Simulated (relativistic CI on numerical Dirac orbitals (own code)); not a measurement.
**Zr³¹⁺: how the levels respond to the fine-structure constant and the nuclear radius**

How sensitive are the low transitions of Zr³¹⁺ to a change of α? Wanted is q = dE/dx with x = (α/α0)² − 1, and the field-shift factor by the mean square nuclear radius, for the lowest 30 levels.

Program: relativistic CI on numerical Dirac orbitals (own code) version 2. Level of theory: Dirac-Coulomb-Breit CI, KLI orbitals optimised for each configuration, derivatives by finite differences. These are calculated values, not measurements, unless marked.

**1. Starting point**

- ion: Zr³¹⁺ (Zr XXXII)
- nuclear charge: 40
- electrons: 9
- isotope: A = 90
- first configuration: [He] 2s2 2p5

The outer shells:

[He] 2s2 2p5
```
[He] core
2s [↑↓]
2p [↑↓][↑↓][↑ ]
```

**2. Levels and derivatives**

Input settings:

```ini
atom Zr  Z=40  charge=31  electrons=9
nucleus A=90  rms_radius_fm=4.2694
hamiltonian dirac-coulomb  breit=on  qed=off  c_scale=1
orbitals kli  potential=per-configuration
slater_scale 1
correlation none
mixing on
configurations
  [He] 2s2 2p5
  [He] 2s 2p6
  [He] 2p6 3s
  [He] 2p6 3p
  [He] 2p6 3d
  [He] 2s2 2p4 3s
  [He] 2s2 2p4 3p
  [He] 2s2 2p4 3d
end
derivatives alpha2 +-0.01 radius +-1%
```

The program writes no log. Results of the run, from its result record (rounded, main fields):

```text
status: converged
levels [i, E_cm, J2, conf, term, w_term]:
  - [0, 0, 3, "2s2 2p5", "2P*", 1]
  - [1, 712168.68, 1, "2s2 2p5", "2P*", 1]
  - [2, 2403044.1, 1, "2s 2p6", "2S", 0.9996]
  - [3, 17731073, 5, "2s2 2p4 3s", "4P", 0.7684]
  - [4, 17774436, 3, "2s2 2p4 3s", "2P", 0.5954]
  - [5, 17937289, 1, "2s2 2p4 3s", "2S", 0.5323]
  - [6, 18191103, 3, "2s2 2p4 3p", "4P*", 0.3908]
  - [7, 18206106, 5, "2s2 2p4 3p", "2D*", 0.3236]
  - [8, 18354410, 1, "2s2 2p4 3p", "2P*", 0.7029]
  - [9, 18379112, 5, "2s2 2p4 3p", "2D*", 0.4865]
  - [10, 18382007, 7, "2s2 2p4 3p", "4D*", 0.7573]
  - [11, 18422008, 3, "2s2 2p4 3s", "4P", 0.8385]
  - [12, 18424135, 1, "2s2 2p4 3p", "2P*", 0.4041]
  - [13, 18457187, 1, "2s2 2p4 3s", "2P", 0.6706]
  - [14, 18537913, 5, "2s2 2p4 3s", "2D", 0.7658]
  - [15, 18539021, 3, "2s2 2p4 3p", "2P*", 0.3404]
  - [16, 18555042, 3, "2s2 2p4 3s", "2D", 0.7321]
  - [17, 18611446, 3, "2s2 2p4 3p", "2P*", 0.5141]
  - [18, 18868862, 1, "2s2 2p4 3p", "4P*", 0.5811]
  - [19, 18908534, 3, "2s2 2p4 3p", "4D*", 0.4551]
  - [20, 18933768, 3, "2s2 2p4 3d", "4D", 0.3948]
  - [21, 18933792, 5, "2s2 2p4 3d", "4D", 0.5144]
  - [22, 18950789, 1, "2s2 2p4 3d", "2P", 0.4428]
  - [23, 18951037, 7, "2s2 2p4 3d", "4D", 0.3878]
  - [24, 18983777, 7, "2s2 2p4 3d", "2F", 0.6176]
  - [25, 18984515, 9, "2s2 2p4 3d", "4F", 0.7504]
  - [26, 18994200, 5, "2s2 2p4 3p", "2F*", 0.5997]
  - [27, 19045306, 1, "2s2 2p4 3d", "2P", 0.3792]
  - [28, 19063020, 5, "2s2 2p4 3p", "4D*", 0.5655]
  - [29, 19086310, 3, "2s2 2p4 3d", "2D", 0.492]
sensitivity [i, q_alpha_cm, field_shift_GHz_per_fm2]:
  - [0, 0, 0]
  - [1, 7.479e+05, -7.413]
  - [2, 8.684e+05, -733.8]
  - [3, -2.462e+05, 225.2]
  - [4, -2.479e+05, 224.3]
  - [5, -2.098e+05, 218.9]
  - [6, -2.119e+05, 34.35]
  - [7, -2.135e+05, 34.36]
  - [8, -1.001e+05, 30.29]
  - [9, -1.721e+04, 31.95]
  - [10, -1.915e+04, 31.97]
  - [11, 5.119e+05, 217.5]
  - [12, -9.997e+04, 30.05]
  - [13, 5.132e+05, 216.6]
  - [14, 4.938e+05, 217.2]
  - [15, 1.004e+04, 31.1]
  - [16, 5.012e+05, 217.1]
  - [17, 3.994e+04, 26.65]
  - [18, 5.461e+05, 26.84]
  - [19, 5.356e+05, 26.9]
  - [20, -4696, 35.3]
  - [21, 2292, 35.34]
  - [22, -2756, 35.52]
  - [23, 1.073e+04, 35.46]
  - [24, 1.319e+04, 35.6]
  - [25, 2.859e+04, 35.67]
  - [26, 5.257e+05, 27.04]
  - [27, 2.917e+04, 35.77]
  - [28, 7.411e+05, 24.44]
  - [29, 3.582e+04, 34.1]
n_levels_all: 30
configurations [conf, odd, states]:
  - ["2s2 2p5", 1, 6]
  - ["2s 2p6", 0, 2]
  - ["2p6 3s", 0, 2]
  - ["2p6 3p", 1, 6]
  - ["2p6 3d", 0, 10]
  - ["2s2 2p4 3s", 0, 30]
  - ["2s2 2p4 3p", 1, 90]
  - ["2s2 2p4 3d", 0, 150]
```

Wall time 0.44 s (1 thread, shared host).

The relative sensitivity K = 2q/E of the transition from the lowest level:

```tsv
level	energy (eV)	q (cm⁻¹)	K	field shift (GHz/fm²)
2p5 2P°1/2	88.30	747900	2.100	-7.41
2s 2p6 2S1/2	297.94	868400	0.723	-734
2p4 3s [2p3/2^2 3s] J=5/2	2198.37	-246200	-0.028	225
2p4 3s [2p3/2^2 3s] J=3/2	2203.75	-247900	-0.028	224
2p4 3s [2p3/2^2 3s] J=1/2	2223.94	-209800	-0.023	219
2p4 3p [2p3/2^2 3p1/2] J=3/2°	2255.41	-211900	-0.023	34.3
2p4 3p [2p3/2^2 3p1/2] J=5/2°	2257.27	-213500	-0.023	34.4
2p4 3p 2P°1/2	2275.66	-100100	-0.011	30.3
2p4 3p [2p3/2^2 3p3/2] J=5/2°	2278.72	-17210	-0.002	32
2p4 3p [2p3/2^2 3p3/2] J=7/2°	2279.08	-19150	-0.002	32
2p4 3s 4P3/2	2284.04	511900	0.056	217
2p4 3p 2P°1/2 + 2S° (ii)	2284.30	-99970	-0.011	30
2p4 3s [2p1/2 2p3/2^3 3s] J=1/2	2288.40	513200	0.056	217
2p4 3s [2p1/2 2p3/2^3 3s] J=5/2	2298.41	493800	0.053	217
2p4 3p [2p3/2^2 3p3/2] J=3/2°	2298.55	10040	0.001	31.1
2p4 3s [2p1/2 2p3/2^3 3s] J=3/2 (ii)	2300.53	501200	0.054	217
2p4 3p [2p3/2^2 3p3/2] J=3/2° (ii)	2307.53	39940	0.004	26.6
```

**3. Summary of results**

```
                                         quantity                        value
                                     lowest level                   2p5 2P°3/2
              largest q in size, lowest 30 levels   868400 cm⁻¹ (2s 2p6 2S1/2)
largest K in size within the lowest configuration            2.10 (2p5 2P°1/2)
            largest field-shift factor among them  -734 GHz/fm² (2s 2p6 2S1/2)
```

What this shows: Among these levels the largest q belongs to 2s 2p6 2S1/2, a change of configuration. The fine-structure partner 2P°1/2 has K = 2.10, close to the 2 of an interval that scales as α². K = 2q/E, the relative sensitivity of a level, hangs on the computed energy: between configurations that lie close it can be off by a factor of several.
